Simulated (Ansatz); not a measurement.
# H6N2SSi: a barrier at many levels of theory

Aim: the barrier and energy of one elementary step (H2–H4 formed, Si1–H2 broken, S3–H4 broken) from LDA up to coupled cluster, on fixed structures, to see where each rung fails.

Program: Ansatz 0.2.0, Gaussian basis. Level of theory: single points in def2-TZVPP on PBE0-D4/def2-TZVP structures. These are calculated values, not measurements.

Levels: SPW92, PBE-D4, BLYP-D4, r2SCAN-D4, B97M-V, PBE0-D4, B3LYP-D4, r2SCAN0-D4, BHLYP-D4, CAM-B3LYP-D4, wB97X-V, wB97M-V, B2PLYP, PBE-QIDH, RPA on PBE, Hartree-Fock, MP2, CCSD, CCSD(T). The reference is CCSD(T) at the basis limit, from triple and quadruple zeta. Zero-point energies come from PBE0-D4 vibrations.

Cores are frozen in the correlated methods. B3LYP uses VWN-RPA correlation. B2PLYP carries no dispersion term here.

13 further runs of the same task are left out: 13 set aside as unsound or not needed.

## 1. Start, saddle and end, as given

Charge 0, multiplicity 1. The folders r, ts and p hold the start, the saddle and the end; their coordinates stand in the first inputs.

| pair | r (Å) | ts (Å) | p (Å) |
| --- | --- | --- | --- |
| H2–H4 | 2.733 | 1.024 | 0.748 |
| Si1–H2 | 1.488 | 1.706 | 3.427 |
| S3–H4 | 1.343 | 1.753 | 3.297 |

## 2. wB97M-V/def2-TZVPP

Input file r/in.yaml:

```yaml
crystal:
  periodic: [false, false, false]
  atoms:
    - {symbol: Si, position_ang: [0.096694, -0.161759, -0.239853]}
    - {symbol: H, position_ang: [1.021990, -0.732754, -1.256281]}
    - {symbol: S, position_ang: [-1.796103, 0.082996, -1.230839]}
    - {symbol: H, position_ang: [-1.247528, 0.212895, -2.449254]}
    - {symbol: N, position_ang: [0.924507, 1.207131, 0.356474]}
    - {symbol: N, position_ang: [-0.334922, -1.089432, 1.122183]}
    - {symbol: H, position_ang: [1.551937, 1.708886, -0.250758]}
    - {symbol: H, position_ang: [0.477115, 1.825697, 1.014707]}
    - {symbol: H, position_ang: [0.318741, -1.223822, 1.875535]}
    - {symbol: H, position_ang: [-1.012631, -1.829639, 1.057984]}
basis:
  gaussian: {orbitals: def2-TZVPP}
hamiltonian: {xc: {name: wB97M-V}}
```

Input file ts/in.yaml:

```yaml
crystal:
  periodic: [false, false, false]
  atoms:
    - {symbol: Si, position_ang: [-0.281482, 0.085146, -0.173625]}
    - {symbol: H, position_ang: [0.583953, -0.725098, -1.399884]}
    - {symbol: S, position_ang: [-1.792438, 0.429441, -1.465355]}
    - {symbol: H, position_ang: [-0.299001, -0.418705, -1.817224]}
    - {symbol: N, position_ang: [0.748018, 1.327551, 0.313467]}
    - {symbol: N, position_ang: [-0.431083, -1.056880, 1.056910]}
    - {symbol: H, position_ang: [0.835562, 2.158563, -0.246156]}
    - {symbol: H, position_ang: [1.484933, 1.226315, 0.990462]}
    - {symbol: H, position_ang: [0.268634, -1.237567, 1.756469]}
    - {symbol: H, position_ang: [-1.117297, -1.788566, 0.984835]}
basis:
  gaussian: {orbitals: def2-TZVPP}
hamiltonian: {xc: {name: wB97M-V}}
```

Input file p/in.yaml:

```yaml
crystal:
  periodic: [false, false, false]
  atoms:
    - {symbol: Si, position_ang: [-0.670322, 0.384259, 0.169340]}
    - {symbol: H, position_ang: [1.084948, -1.247270, -2.280461]}
    - {symbol: S, position_ang: [-2.126844, 0.716974, -1.073955]}
    - {symbol: H, position_ang: [0.408380, -0.941690, -2.373429]}
    - {symbol: N, position_ang: [0.646834, 1.391978, 0.435360]}
    - {symbol: N, position_ang: [-0.514943, -0.957538, 1.167640]}
    - {symbol: H, position_ang: [0.736900, 2.253364, -0.075553]}
    - {symbol: H, position_ang: [1.403926, 1.218038, 1.073150]}
    - {symbol: H, position_ang: [0.240945, -1.133926, 1.806184]}
    - {symbol: H, position_ang: [-1.210026, -1.683991, 1.151621]}
basis:
  gaussian: {orbitals: def2-TZVPP}
hamiltonian: {xc: {name: wB97M-V}}
```

The command line of these runs was not kept.

After this run come: CCSD(T)/def2-TZVPP; MP2/def2-QZVPP; Vibrations of the start structure; Vibrations of the end structure.

Q: Predict the outcome of this session. Wanted: barrier, CCSD(T)/CBS; reverse barrier, CCSD(T)/CBS; step energy, CCSD(T)/CBS; barrier with zero-point energy; step energy with zero-point energy; imaginary mode at the saddle; largest T1 diagnostic.

**Answer**, as computed:

```
                          quantity           value
              barrier, CCSD(T)/CBS   44.0 kcal/mol
      reverse barrier, CCSD(T)/CBS   26.4 kcal/mol
          step energy, CCSD(T)/CBS  +17.5 kcal/mol
    barrier with zero-point energy   41.7 kcal/mol
step energy with zero-point energy  +14.5 kcal/mol
      imaginary mode at the saddle      1172i cm⁻¹
             largest T1 diagnostic           0.012
```

**Reading.** The functionals run from wB97M-V, off by +0.1 kcal/mol, to SPW92, off by -11.2 kcal/mol, against CCSD(T)/CBS. By rung, the mean size of the error is: LDA 11.2, GGA 5.7, meta-GGA 5.3, hybrid 2.8, range-separated hybrid 1.0, double hybrid 0.5 kcal/mol. PBE-D4 gives a barrier 7.6 kcal/mol too low, outside chemical accuracy (1 kcal/mol). Every functional without exact exchange puts the forward barrier too low. The barrier rises with the share of exact exchange, from BLYP-D4 through B3LYP-D4 to BHLYP-D4 (-3.9, -1.1, +3.8 kcal/mol). Hartree-Fock, with no correlation, is off by +12.9 kcal/mol. Zero-point motion lowers the barrier by 2.3 kcal/mol.
